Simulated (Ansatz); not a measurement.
# C₂H₈GaN: one species, many methods

One table from this session's results is given with a row withheld; the runs are named, their logs left out.

Program: Ansatz 0.2.0, Gaussian basis. Level of theory: functionals in def2-TZVPP, the program's frozen cores in correlated methods. These are calculated values, not measurements.

The runs, in order: LDA (SPW92), PBE-D4, revPBE-D4, BLYP-D4, r2SCAN-D4, B97M-V, PBE0-D4, B3LYP-D4, r2SCANh-D4, r2SCAN0-D4, HSE06-D4, BHLYP-D4, CAM-B3LYP-D4, LC-ωPBE, ωB97X-V, ωB97M-V, B2PLYP, PBE-QIDH; CCSD(T)/def2-SVP; CCSD(T)/def2-TZVPP; MP2/def2-QZVPP; extrapolation to the limit; RPA on PBE.

## The geometry

An earlier PBE0-D4 in a triple-zeta def2 set relaxation fixed the geometry.

SMILES `C[CH2][GaH][NH2]`, 12 atoms, charge 0, spin multiplicity 1.

Atoms are counted from 1 here; the program's logs count them from 0.

Bond lengths: C1–C2 1.524 Å, C1–H5 1.093 Å, C1–H6 1.093 Å, C1–H7 1.094 Å, C2–Ga3 1.971 Å, C2–H8 1.096 Å, C2–H9 1.096 Å, Ga3–N4 1.820 Å, Ga3–H10 1.567 Å, N4–H11 1.006 Å, N4–H12 1.006 Å. Angles: C2–C1–H5 111.6°, C2–C1–H6 111.6°, C2–C1–H7 112.0°, H5–C1–H6 107.1°, H5–C1–H7 107.1°, H6–C1–H7 107.1°, C1–C2–Ga3 114.5°, C1–C2–H8 110.7°, C1–C2–H9 110.6°, Ga3–C2–H8 107.7°, Ga3–C2–H9 107.7°, H8–C2–H9 105.1°, C2–Ga3–N4 116.9°, C2–Ga3–H10 127.4°, N4–Ga3–H10 115.8°, Ga3–N4–H11 124.2°, Ga3–N4–H12 124.1°, H11–N4–H12 111.7°.

The first run:

Input file in.yaml:

```yaml
crystal:
  periodic: [false, false, false]
  atoms:
    - {symbol: C, position_ang: [-1.372402, -0.749884, -0.088159]}
    - {symbol: C, position_ang: [-0.037634, -1.041417, 0.587919]}
    - {symbol: Ga, position_ang: [1.338680, 0.343168, 0.314186]}
    - {symbol: N, position_ang: [0.871891, 1.775773, -0.706955]}
    - {symbol: H, position_ang: [-1.262323, -0.650170, -1.171519]}
    - {symbol: H, position_ang: [-1.814108, 0.181596, 0.276442]}
    - {symbol: H, position_ang: [-2.103702, -1.544518, 0.089581]}
    - {symbol: H, position_ang: [-0.171198, -1.170500, 1.667656]}
    - {symbol: H, position_ang: [0.373775, -1.993879, 0.235704]}
    - {symbol: H, position_ang: [2.800541, 0.355044, 0.877134]}
    - {symbol: H, position_ang: [1.485950, 2.543705, -0.917508]}
    - {symbol: H, position_ang: [-0.032569, 1.896082, -1.130382]}
basis:
  gaussian: {orbitals: def2-TZVPP}
hamiltonian: {xc: lda}
output: {orbitals: {seedname: orbitals}}
```

Among the steps run: LDA; PBE-D4 (GGA); revPBE-D4 (GGA); BLYP-D4 (GGA); r2SCAN-D4 (meta-GGA); B97M-V (meta-GGA); PBE0-D4 (hybrid); B3LYP-D4 (hybrid); r2SCANh-D4 (hybrid); r2SCAN0-D4 (hybrid); HSE06-D4 (hybrid); BHLYP-D4 (hybrid); CAM-B3LYP-D4 (range-separated); LC-ωPBE-D4 (range-separated; the results give it without D4); ωB97X-V (range-separated); ωB97M-V (range-separated); B2PLYP (double hybrid); PBE-QIDH (double hybrid).

One of the session's tables, all rows but one given; the rest of the session is left out.

It belongs to the step «Orbital energies across the functionals». 

```
  functional  HOMO (eV)  gap (eV)
 LDA (SPW92)      -6.05      4.74
      PBE-D4      -5.84      4.79
   revPBE-D4      -5.76      4.83
     BLYP-D4          ?         ?
   r2SCAN-D4      -6.11      5.34
      B97M-V      -6.16      5.18
     PBE0-D4      -7.17      6.89
    B3LYP-D4      -6.94      6.39
  r2SCANh-D4      -6.61      6.11
  r2SCAN0-D4      -7.37      7.27
    HSE06-D4      -6.76      6.12
    BHLYP-D4      -8.42      8.87
CAM-B3LYP-D4      -8.62      9.22
     LC-ωPBE     -10.04     11.81
     ωB97X-V      -9.65     11.27
     ωB97M-V      -9.57     10.94
```

Q: Estimate the row for BLYP-D4 from the others.

Worked estimate for «HOMO (eV)». Against the share of exact exchange, B3LYP-D4 (0.2, -6.94), BHLYP-D4 (0.5, -8.42) give a slope of -4.93 per unit share; at 0 the line stands at -5.95.

**Answer.** HOMO (eV): -5.72; gap (eV): 4.72. In «HOMO (eV)» the line misses by -0.23.
